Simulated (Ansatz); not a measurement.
**C₃H₆OSi: a ladder of functionals and wavefunction methods**

Aim: compute C₃H₆OSi with functionals from several rungs and with coupled cluster, and see how far each lands from CCSD(T) at the basis-set limit for the atomisation energy.

The runs use Ansatz 0.2.0, Gaussian basis; functionals in def2-TZVPP, the program's frozen cores in correlated methods.

Plan: PBE-D4, r2SCAN-D4, PBE0-D4, B3LYP-D4, ωB97X-V, ωB97M-V, B2PLYP; CCSD(T)/def2-TZVPP; MP2/def2-QZVPP; extrapolation to the limit.

## (1) The relaxed structure

All runs share one geometry, relaxed beforehand with PBE0-D4 in a triple-zeta def2 set.

SMILES `C=C=C(O)[SiH3]`, 11 atoms, charge 0, spin multiplicity 1.

Atoms are counted from 1 here; the program's logs count them from 0.

Bond lengths: C1–C2 1.303 Å, C1–H6 1.087 Å, C1–H7 1.087 Å, C2–C3 1.307 Å, C3–O4 1.374 Å, C3–Si5 1.874 Å, O4–H8 0.964 Å, Si5–H9 1.486 Å, Si5–H10 1.486 Å, Si5–H11 1.482 Å. Angles: C2–C1–H6 121.6°, C2–C1–H7 121.5°, H6–C1–H7 116.9°, C1–C2–C3 178.0°, C2–C3–O4 124.7°, C2–C3–Si5 120.4°, O4–C3–Si5 114.9°, C3–O4–H8 108.9°, C3–Si5–H9 109.9°, C3–Si5–H10 109.9°, C3–Si5–H11 107.9°, H9–Si5–H10 108.6°, H9–Si5–H11 110.3°, H10–Si5–H11 110.3°.

## (2) PBE-D4 (GGA)

File in.yaml:

```yaml
crystal:
  periodic: [false, false, false]
  atoms:
    - {symbol: C, position_ang: [-2.098230, 0.649271, -0.212029]}
    - {symbol: C, position_ang: [-0.970340, 0.064809, 0.075808]}
    - {symbol: C, position_ang: [0.182809, -0.491178, 0.339798]}
    - {symbol: O, position_ang: [0.354794, -1.595169, 1.138963]}
    - {symbol: Si, position_ang: [1.762042, 0.209572, -0.385641]}
    - {symbol: H, position_ang: [-2.686973, 0.354727, -1.076964]}
    - {symbol: H, position_ang: [-2.494308, 1.454261, 0.401655]}
    - {symbol: H, position_ang: [-0.505534, -1.882298, 1.464776]}
    - {symbol: H, position_ang: [2.683442, 0.616354, 0.707000]}
    - {symbol: H, position_ang: [2.437043, -0.820387, -1.217414]}
    - {symbol: H, position_ang: [1.400456, 1.383138, -1.215354]}
basis:
  gaussian: {orbitals: def2-TZVPP}
hamiltonian: {xc: pbe, dispersion: d4}
output: {forces: true, orbitals: {seedname: orbitals}}
```

The run is started by

```sh
> ansatz run in.yaml --threads 4 --pin off --events-out ev --progress --plain --max-ram 10444MiB
```

After this run come: r2SCAN-D4 (meta-GGA); PBE0-D4 (hybrid); B3LYP-D4 (hybrid); ωB97X-V (range-separated); ωB97M-V (range-separated); B2PLYP (double hybrid); CCSD(T) in def2-TZVPP; MP2 in def2-QZVPP.

Before running them: what should the planned runs give, taken together? Wanted: atomisation energy, CCSD(T)/CBS; farthest; mean size of error, hybrid; mean size of error, range-separated; gap, smallest and largest; T1 diagnostic; triples share of the correlation energy.

**Answer**, as computed:

| quantity | value |
| --- | --- |
| atomisation energy, CCSD(T)/CBS | 4236.0 kJ/mol |
| functionals within 21.2 kJ/mol (0.5 %) | B3LYP-D4, ωB97X-V, ωB97M-V |
| farthest | PBE-D4 (+118.2 kJ/mol) |
| mean size of error, hybrid | 18.2 kJ/mol |
| mean size of error, range-separated | 12.6 kJ/mol |
| gap, smallest and largest | 4.07 eV (PBE-D4), 10.72 eV (ωB97X-V) |
| T1 diagnostic | 0.0131 |
| triples share of the correlation energy | 4.3 % |

**Reading.** PBE-D4 is off by +118.2 kJ/mol. Double hybrids carry the basis error of their MP2 part in triple zeta, and no dispersion term here, so their miss is partly the set-up's. Misses under about 21.2 kJ/mol are within the doubt on the reference itself, which lacks core-valence correlation, relativity and higher excitations. Hartree-Fock recovers 72 % of the binding; the rest is correlation. The gap grows from 4.1 to 10.7 eV across the functionals, mostly with the share of exact exchange.
